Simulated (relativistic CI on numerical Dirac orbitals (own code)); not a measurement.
# B²⁺: one ion under different settings

Aim: see what numerical and physical settings do to the SCF, the total energy and the lowest levels of B²⁺.

Method: Dirac-Coulomb-Breit CI, KLI orbitals optimised for each configuration, model QED (radiative potential, 1s self-energy scaled to tabulated hydrogen-like ionisation energies), numerical settings as typed. Code: relativistic CI on numerical Dirac orbitals (own code) version 3.

**1. What is computed**

| Item | Value |
| --- | --- |
| ion | B²⁺ (B III) |
| nuclear charge | 5 |
| electrons | 3 |
| isotope | A = 11 |

**2. The usual input**

Settings, as recorded:

```ini
atom B  Z=5  charge=2  electrons=3
nucleus A=11  rms_radius_fm=2.4060
hamiltonian dirac-coulomb  breit=on  qed=on  c_scale=1
orbitals kli  potential=per-configuration
slater_scale 1
correlation none
mixing on
grid step=0.0125 r_max=34.3
scf mixing=0.4 start=green max_iterations=150 tolerance=2e-08 node_fill=0.05
configurations
  [He] 2s
  [He] 2p
  [He] 3s
  [He] 3p
  [He] 3d
end
```

Launch:

```console
python run_levels.py task.json out
```

One command runs all members of the session, one after another, from task.json.

**3. Grid step 0.02**

Settings: those of step 2 with these lines changed.

```diff
@@ -7,3 +7,3 @@
 mixing on
-grid step=0.0125 r_max=34.3
+grid step=0.02 r_max=34.3
 scf mixing=0.4 start=green max_iterations=150 tolerance=2e-08 node_fill=0.05
```

**4. Potential mixing 0.1**

Settings: those of step 3 with these lines changed.

```diff
@@ -7,4 +7,4 @@
 mixing on
-grid step=0.02 r_max=34.3
-scf mixing=0.4 start=green max_iterations=150 tolerance=2e-08 node_fill=0.05
+grid step=0.0125 r_max=34.3
+scf mixing=0.1 start=green max_iterations=150 tolerance=2e-08 node_fill=0.05
 configurations
```

**5. QED terms off**

Settings, as recorded:

```ini
atom B  Z=5  charge=2  electrons=3
nucleus A=11  rms_radius_fm=2.4060
hamiltonian dirac-coulomb  breit=on  qed=off  c_scale=1
orbitals kli  potential=per-configuration
slater_scale 1
correlation none
mixing on
grid step=0.0125 r_max=34.3
scf mixing=0.4 start=green max_iterations=150 tolerance=2e-08 node_fill=0.05
configurations
  [He] 2s
  [He] 2p
  [He] 3s
  [He] 3p
  [He] 3d
end
```

**6. Speed-of-light factor 10, nuclear radius 3.1278**

Settings: those of step 5 with these lines changed.

```diff
@@ -1,4 +1,4 @@
 atom B  Z=5  charge=2  electrons=3
-nucleus A=11  rms_radius_fm=2.4060
-hamiltonian dirac-coulomb  breit=on  qed=off  c_scale=1
+nucleus A=11  rms_radius_fm=3.1278
+hamiltonian dirac-coulomb  breit=on  qed=on  c_scale=10
 orbitals kli  potential=per-configuration
```

**7. Nuclear radius 2406.0**

Settings, as recorded:

```ini
atom B  Z=5  charge=2  electrons=3
nucleus A=11  rms_radius_fm=2406.0000
hamiltonian dirac-coulomb  breit=on  qed=on  c_scale=1
orbitals kli  potential=per-configuration
slater_scale 1
correlation none
mixing on
grid step=0.0125 r_max=34.3
scf mixing=0.4 start=green max_iterations=95 tolerance=2e-08 node_fill=0.05
configurations
  [He] 2s
  [He] 2p
  [He] 3s
  [He] 3p
  [He] 3d
end
```

**8. Tolerance 0.3**

Settings, as recorded:

```ini
atom B  Z=5  charge=2  electrons=3
nucleus A=11  rms_radius_fm=2.4060
hamiltonian dirac-coulomb  breit=on  qed=on  c_scale=1
orbitals kli  potential=per-configuration
slater_scale 1
correlation none
mixing on
grid step=0.0125 r_max=34.3
scf mixing=0.4 start=green max_iterations=55 tolerance=0.3 node_fill=0.05
configurations
  [He] 2s
  [He] 2p
  [He] 3s
  [He] 3p
  [He] 3d
end
```

(Steps that only read results are left out.)

What does the calculation give? Wanted: lowest level, usual settings; total energy; first excitation.

The runs gave:

| setting | total energy less usual (Ha) | largest shift of a level among the lowest eight of both runs, same label and place (cm⁻¹) | SCF iterations | time | lowest level | kind of change |
| --- | --- | --- | --- | --- | --- | --- |
| usual | 0 | 0 | 43 | 0.069 s | 2s 2S1/2 | - |
| grid step 0.02 | 1.04e-06 | 0.0115 | 43 | 0.045 s | 2s 2S1/2 | numerical |
| potential mixing 0.1 | 0 | 0 | 49 | 0.068 s | 2s 2S1/2 | numerical |
| QED terms off | -0.000833 | 6.69 | 43 | 0.039 s | 2s 2S1/2 | model term |
| speed-of-light factor 10, nuclear radius 3.1278 | 0.00579 | 82.7 | 43 | 0.065 s | 2s 2S1/2 | unphysical constant |
| nuclear radius 2406.0 | 1.02 | 7310 | 43 | 0.066 s | 2s 2S1/2 | unsound |
| tolerance 0.3 | 3.83e-05 | 5430 | 13 | 0.056 s | 2s 2S1/2 | unsound |

| quantity | value |
| --- | --- |
| lowest level, usual settings | 2s 2S1/2 |
| total energy | -23.3805 Ha |
| first excitation | 48877 cm⁻¹ |

**Reading.** Among the runs whose levels can be followed, they move most under «nuclear radius 2406.0» (unsound), by up to 7310 cm⁻¹. No visible change in the result comes from «grid step 0.02» or «potential mixing 0.1». Only the listed configurations are in the model. Near neutrality, missing correlation can shift configurations against each other by thousands of cm⁻¹.
